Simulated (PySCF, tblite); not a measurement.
# C₄H₈FSi₃ radical: geometry, infrared bands and EPR parameters

What infrared bands and EPR parameters should C₄H₈FSi₃ radical (`F[C@]1(C#C[SiH3])[CH][SiH2][SiH2]1`) show?

The runs use tblite 0.8.0 and PySCF 2.14.0, with density-fitted response routines of our own; the level of theory stands in each step. All values are computed, except where a source is named. Atoms are numbered from 0 throughout.

### Step 1. Starting geometry

16 atoms, charge 0, multiplicity 2; geometry from: force field or distance geometry start.

Bonds of the start (Å): F0–C1 1.36, C1–C2 1.45, C2–C3 1.20, C3–Si4 1.86, C1–C5 1.48, C5–Si6 1.79, Si6–Si7 2.22, Si7–C1 1.91, Si4–H8 1.49, Si4–H9 1.48, Si4–H10 1.49, C5–H11 1.08, Si6–H12 1.48, Si6–H13 1.49, Si7–H14 1.50, Si7–H15 1.50.

### Step 2. Relaxing the molecule with GFN2-xTB

The job: settings as JSON, then the geometry in Å.

```
{"job": {"kind": "relax", "xc": "GFN2-xTB", "basis": "xTB"}, "charge": 0, "multiplicity": 2}
F     -0.569600    -1.508800     1.776100
C     -0.574300    -0.552000     0.805100
C      0.793900    -0.117300     0.570700
C      1.912800     0.263000     0.370300
Si     3.667600     0.828100     0.110500
C     -1.479800     0.554800     1.190400
Si    -2.997100     0.049400     0.393700
Si    -1.491400    -1.082400    -0.780800
H      3.692600     2.027400    -0.769600
H      4.311500     1.176300     1.398100
H      4.462900    -0.239000    -0.555500
H     -1.398200     1.131900     2.101900
H     -3.687300     1.170200    -0.284200
H     -3.871700    -0.728600     1.308500
H     -1.049600    -0.409800    -2.043500
H     -1.729800    -2.554400    -0.935500
```

The run is started by

```console
$ OMP_NUM_THREADS=1 python probes_run.py task.json out
```

This one command runs all jobs of the session in turn.

Standard output:

```text
step      E/eV     max force
  0    -608.38016    3.539
  1    -608.61951    3.349
  2    -608.63976    4.489
  3    -608.74642    0.619
  4    -608.77841    0.514
  5    -608.84266    0.950
  6    -608.86815    0.726
  7    -608.90834    0.471
  8    -608.93154    0.548
  9    -608.95173    0.389
 10    -608.96644    0.336
 11    -608.98020    0.271
 12    -608.99279    0.290
 13    -609.00116    0.215
 14    -609.00521    0.167
 15    -609.00879    0.180
 16    -609.01378    0.198
 17    -609.02001    0.254
 18    -609.02646    0.312
 19    -609.03241    0.272
 20    -609.03879    0.275
 21    -609.04601    0.290
 22    -609.05304    0.272
 23    -609.05805    0.207
 24    -609.06124    0.148
 25    -609.06344    0.145
 26    -609.06549    0.190
 27    -609.06745    0.153
 28    -609.06920    0.107
 29    -609.07087    0.124
 30    -609.07184    0.110
 31    -609.07352    0.118
 32    -609.07475    0.096
 33    -609.07578    0.110
 34    -609.07656    0.115
 35    -609.07741    0.091
 36    -609.07842    0.082
 37    -609.07966    0.114
 38    -609.08106    0.125
 39    -609.08245    0.099
 40    -609.08377    0.104
 41    -609.08513    0.096
 42    -609.08645    0.102
 43    -609.08762    0.116
 44    -609.08871    0.091
 45    -609.08979    0.079
 46    -609.09072    0.079
 47    -609.09143    0.063
 48    -609.09204    0.067
 49    -609.09269    0.065
 50    -609.09337    0.080
 51    -609.09384    0.061
 52    -609.09412    0.041
 53    -609.09424    0.032
 54    -609.09438    0.037
 55    -609.09461    0.049
 56    -609.09488    0.049
 57    -609.09506    0.031
 58    -609.09514    0.021
 59    -609.09521    0.027
 60    -609.09531    0.037
 61    -609.09545    0.038
 62    -609.09559    0.036
 63    -609.09570    0.035
 64    -609.09580    0.029
 65    -609.09591    0.036
 66    -609.09604    0.030
 67    -609.09613    0.033
 68    -609.09621    0.027
 69    -609.09628    0.022
 70    -609.09638    0.028
 71    -609.09650    0.036
 72    -609.09663    0.042
 73    -609.09676    0.032
 74    -609.09688    0.028
 75    -609.09701    0.030
 76    -609.09717    0.041
 77    -609.09738    0.053
 78    -609.09766    0.059
 79    -609.09798    0.059
 80    -609.09827    0.052
 81    -609.09851    0.038
 82    -609.09873    0.043
 83    -609.09894    0.034
 84    -609.09909    0.025
 85    -609.09919    0.028
 86    -609.09930    0.029
 87    -609.09945    0.043
 88    -609.09962    0.043
 89    -609.09972    0.022
 90    -609.09977    0.016
 91    -609.09979    0.015
 92    -609.09984    0.023
 93    -609.09991    0.029
 94    -609.09999    0.024
 95    -609.10004    0.013
 96    -609.10007    0.014
 97    -609.10009    0.012
 98    -609.10011    0.014
 99    -609.10016    0.019
100    -609.10020    0.017
101    -609.10024    0.014
102    -609.10026    0.009
```

It took 0.78 s on 1 thread of Arm Neoverse V2, shared host.

Relaxation path: (not every step is listed)

```csv
step,energy from step 0 (eV),largest force (eV/Å)
0,0.0000,3.5389
1,-0.2393,3.3491
2,-0.2596,4.4888
3,-0.3663,0.6190
4,-0.3982,0.5137
5,-0.4625,0.9502
6,-0.4880,0.7260
7,-0.5282,0.4709
8,-0.5514,0.5478
16,-0.6336,0.1982
24,-0.6811,0.1481
32,-0.6946,0.0963
40,-0.7036,0.1036
48,-0.7119,0.0674
56,-0.7147,0.0486
64,-0.7156,0.0291
72,-0.7165,0.0423
80,-0.7181,0.0519
88,-0.7195,0.0427
96,-0.7199,0.0144
97,-0.7199,0.0119
98,-0.7199,0.0137
99,-0.7200,0.0191
100,-0.7200,0.0166
101,-0.7201,0.0136
102,-0.7201,0.0088
```

Distances of close pairs at the start and the end, largest changes first:

```csv
bond,before (Å),after (Å),change (Å)
Si6–Si7,2.220,2.339,+0.119
C1–Si7,1.907,2.024,+0.117
C5–Si6,1.787,1.864,+0.077
F0–C1,1.363,1.425,+0.062
Si7–H15,1.499,1.464,-0.035
C1–C2,1.455,1.420,-0.034
Si7–H14,1.497,1.467,-0.030
Si4–H10,1.488,1.466,-0.023
```

The final coordinates are the input of the step that follows.

### Step 3. Infrared spectrum with GFN2-xTB

The job: settings as JSON, then the geometry in Å.

```
{"job": {"kind": "ir", "xc": "GFN2-xTB", "basis": "xTB"}, "charge": 0, "multiplicity": 2}
F     -0.609778    -1.678317     1.571283
C     -0.532250    -0.493399     0.783519
C      0.822874    -0.099276     0.622504
C      1.965497     0.249727     0.431165
Si     3.703884     0.792790     0.161299
C     -1.496552     0.527332     1.210942
Si    -3.160862     0.033392     0.533432
Si    -1.614118    -1.078561    -0.823957
H      3.674787     1.977912    -0.702921
H      4.312144     1.119779     1.453990
H      4.436244    -0.296727    -0.490403
H     -1.133359     1.511907     1.460624
H     -3.981372     1.123575    -0.009669
H     -4.008621    -0.788862     1.407866
H     -1.029264    -0.380837    -1.974182
H     -1.356852    -2.511492    -0.979280
```

Standard output:

```text
mode    cm-1     km/mol
  1     -10.9      0.12
  2      52.2      1.64
  3      62.4      0.90
  4     115.5      0.22
  5     159.7      0.58
  6     198.0      3.32
  7     209.1      5.63
  8     291.4      3.44
  9     305.3      9.01
 10     324.8      5.82
 11     346.7     14.64
 12     381.4      5.44
 13     415.1      7.59
 14     446.6     21.47
 15     462.9     31.72
 16     480.2     29.87
 17     511.3     86.33
 18     517.9     58.20
 19     532.0    137.71
 20     540.5     76.45
 21     557.6     68.01
 22     635.5    226.18
 23     670.1      0.04
 24     767.7    143.39
 25     771.8    153.51
 26     786.5    190.69
 27     790.1    140.15
 28     791.8    240.99
 29     795.2    834.06
 30     836.9     61.28
 31    1005.3     55.40
 32    1129.0      4.22
 33    1265.2     13.77
 34    2169.5    227.71
 35    2194.8    214.79
 36    2214.7    433.19
 37    2229.1    384.69
 38    2232.2    309.59
 39    2238.4    461.64
 40    2249.1    338.29
 41    2270.3     63.90
 42    3073.5     19.68
```

It took 0.66 s on 1 thread of Arm Neoverse V2, shared host.

Which atoms move in the most intense modes:

```csv
cm⁻¹,km/mol,atoms
792,241.0,"H13 19 %, H12 16 %, H8 15 %, H9 15 %"
795,834.1,"H13 20 %, H12 19 %, H10 11 %, H9 11 %"
2170,227.7,"H13 53 %, H12 37 %"
2215,433.2,H14 84 %
2229,384.7,H8 81 %
2232,309.6,H15 84 %
2238,461.6,"H10 50 %, H9 44 %"
2249,338.3,"H9 42 %, H10 37 %"
```

### Step 4. EPR parameters: B3LYP/pcH-1

Same as in step 3 but for these lines:

```diff
@@ -1,2 +1,2 @@
-{"job": {"kind": "ir", "xc": "GFN2-xTB", "basis": "xTB"}, "charge": 0, "multiplicity": 2}
+{"job": {"kind": "epr", "basis": "pcH-1"}, "charge": 0, "multiplicity": 2}
 F     -0.609778    -1.678317     1.571283
```

Method: UKS B3LYP, pcH-1 on C F H Si, non-relativistic, mean-field spin-orbit, GIAO.

Standard output:

```text
UKS, coarse grid
  cycle   1  E = -1125.36939635  |g| = 4.68e-01
  cycle   2  E = -1125.28592678  |g| = 6.83e-01
  cycle   3  E = -1125.44621845  |g| = 1.21e-01
  cycle   4  E = -1125.44981295  |g| = 7.63e-02
  cycle   5  E = -1125.45266865  |g| = 2.56e-02
  cycle   6  E = -1125.45295871  |g| = 7.35e-03
  cycle   7  E = -1125.45299997  |g| = 2.08e-03
  cycle   8  E = -1125.45300668  |g| = 1.47e-03
  cycle   9  E = -1125.45300650  |g| = 3.63e-04
UKS, final grid
  cycle   1  E = -1125.45303895  |g| = 4.26e-04
  cycle   2  E = -1125.45303887  |g| = 6.00e-04
  cycle   3  E = -1125.45303906  |g| = 1.09e-04
  cycle   4  E = -1125.45303907  |g| = 4.30e-05
  cycle   5  E = -1125.45303907  |g| = 2.34e-05
E = -1125.45303907 Eh   <S^2> = 0.7556 (exact 0.7500)
g shifts (ppm)      1          2          3
  rmc          -154       -154       -154
  gc             -0         62         41
  oz_so        -971        -85        482
  total       -1125       -177        369
hyperfine (MHz)  atom isotope    a_iso     a_fc   dipolar eigenvalues
    0   19F     260.80     259.44   -120.21   -106.84    227.05
    1   13C      -9.63      -9.62     -8.33     -1.59      9.92
    2   13C      -3.13      -3.13     -2.64      0.44      2.20
    3   13C       1.85       1.85     -4.17     -1.46      5.63
    4  29Si       1.16       1.16     -0.09     -0.01      0.10
    5   13C      79.80      79.86    -68.45    -67.06    135.51
    6  29Si      36.64      36.72     -2.59     -1.22      3.81
    7  29Si    -107.59    -107.65    -13.31      4.95      8.36
    8    1H       1.10       1.10     -0.45     -0.38      0.83
    9    1H      -0.53      -0.53     -0.42     -0.38      0.79
   10    1H       2.79       2.79     -0.39     -0.31      0.70
   11    1H     -48.52     -48.53    -32.86     -1.08     33.94
   12    1H      33.33      33.33     -2.71     -2.08      4.78
   13    1H      59.07      59.07     -2.68     -1.85      4.52
   14    1H      -7.41      -7.41     -2.55     -1.45      4.00
   15    1H      67.70      67.70     -2.18     -0.75      2.93
```

Run time: 2.2 min. Hardware: 1 thread of Arm Neoverse V2, shared host; peak memory 1.1 GiB.

Principal g values 2.00119, 2.00214, 2.00269; g(iso) = 2.00201, against 2.00232 for a free electron.

Mean a(iso) over the nuclei that a row names, and the largest dipolar term of the row (other rows stand at the frozen geometry):

```csv
nuclei,isotope,a(iso) (MHz),"a(iso) (G, at g = 2.0023)",largest dipolar term (MHz)
F0,19F,260.8,93.1,227.1
Si7,29Si,-107.6,-38.4,-13.3
C5,13C,79.8,28.5,135.5
H15,1H,67.7,24.2,2.9
H13,1H,59.1,21.1,4.5
H11,1H,-48.5,-17.3,33.9
Si6,29Si,36.6,13.1,3.8
H12,1H,33.3,11.9,4.8
C1,13C,-9.6,-3.4,9.9
H14,1H,-7.4,-2.6,4.0
C2,13C,-3.1,-1.1,-2.6
C3,13C,1.8,0.7,5.6
Si4,29Si,1.2,0.4,0.1
"H8, H9, H10",1H,1.1,0.4,0.8
```

Mulliken spin populations:

F0 0.05; C1 -0.01; C2 -0.01; C3 0.02; Si4 0.00; C5 0.89; Si6 -0.03; Si7 0.04; H8 0.00; H9 0.00; H10 0.00; H11 -0.03; H12 0.02; H13 0.03; H14 0.00; H15 0.04

In first order the couplings over 0.8 MHz of 19F, 1H give 256 distinct lines over 171.4 G, if the averaged nuclei exchange fast.

The fields below are evaluated on a grid from the run's orbitals.

ELF in a plane through or near 7 of the atoms.

Values, 10 rows by 14 columns:
```
0.00 0.00 0.00 0.00 0.00 0.00 0.00 0.00 0.00 0.00 0.00 0.00 0.00 0.00
0.00 0.00 0.00 0.00 0.00 0.00 0.00 0.00 0.00 0.00 0.00 0.00 0.00 0.00
0.00 0.00 0.01 0.01 0.00 0.00 0.00 0.23 0.23 0.02 0.00 0.00 0.00 0.00
0.00 0.06 0.92 0.81 0.01 0.13 0.01 0.82 0.89 0.33 0.10 0.07 0.01 0.00
0.00 0.18 0.99 0.95 0.45 0.71 0.62 0.29 0.30 0.93 0.26 0.96 0.32 0.00
0.00 0.02 0.34 0.25 0.89 0.26 0.66 0.36 0.62 0.31 0.33 0.96 0.36 0.00
0.00 0.31 1.00 1.00 0.12 0.59 0.39 0.40 0.39 0.43 0.48 0.06 0.00 0.00
0.00 0.05 0.98 0.98 0.01 0.04 0.00 0.10 0.99 0.97 0.15 0.01 0.00 0.00
0.00 0.00 0.00 0.00 0.00 0.00 0.00 0.23 1.00 0.98 0.06 0.00 0.00 0.00
0.00 0.00 0.00 0.00 0.00 0.00 0.00 0.00 0.07 0.04 0.00 0.00 0.00 0.00
```
The map spans 14.0 Å across and 10.4 Å up, centred on the molecule. Atoms in the plane (x, y in Å): C2 (-0.8, 0.0), C3 (-2.0, 0.1), Si4 (-3.8, 0.1), C5 (1.4, 1.1), H10 (-4.4, -1.2), H11 (0.9, 2.0), H15 (1.7, -2.6).

On the surface of density 0.002 e/bohr³ the electrostatic potential runs, from the 1st to the 99th percentile, from -1.20 V near F0 to 1.50 V near Si7.

The spin density lies nearest to C5 59 %; H11 7 %; C1 6 %.

### Step 5. Outcome

| quantity | value |
| --- | --- |
| strongest single infrared mode (GFN2-xTB) | 795 cm⁻¹, 834 km/mol |
| zero-point energy (GFN2-xTB) | 54.4 kcal/mol |
| g(iso) (B3LYP) | 2.00201 |
| ⟨S²⟩ | 0.756 (exact 0.75) |
| largest a(iso) (averaged by class) | 19F on F0, 260.8 MHz |
| surface potential, 1st and 99th percentile | -1.20 V and 1.50 V |

**Reading.** The optimisation took 102 steps and gained 0.720 eV; among the close pairs (by a distance rule), Si6–Si7 changed most, from 2.220 to 2.339 Å. The lowest mode is slightly imaginary (11i cm⁻¹), a soft motion within the noise of the Hessian, so the minimum is not strictly shown. Unscaled tight-binding wavenumbers are off by several per cent, some by more. Its intensities can rank the bands wrongly. Most of the unpaired spin sits on C5 (0.89 e). The isotropic g lies 0.3 ppt below the free-electron value.
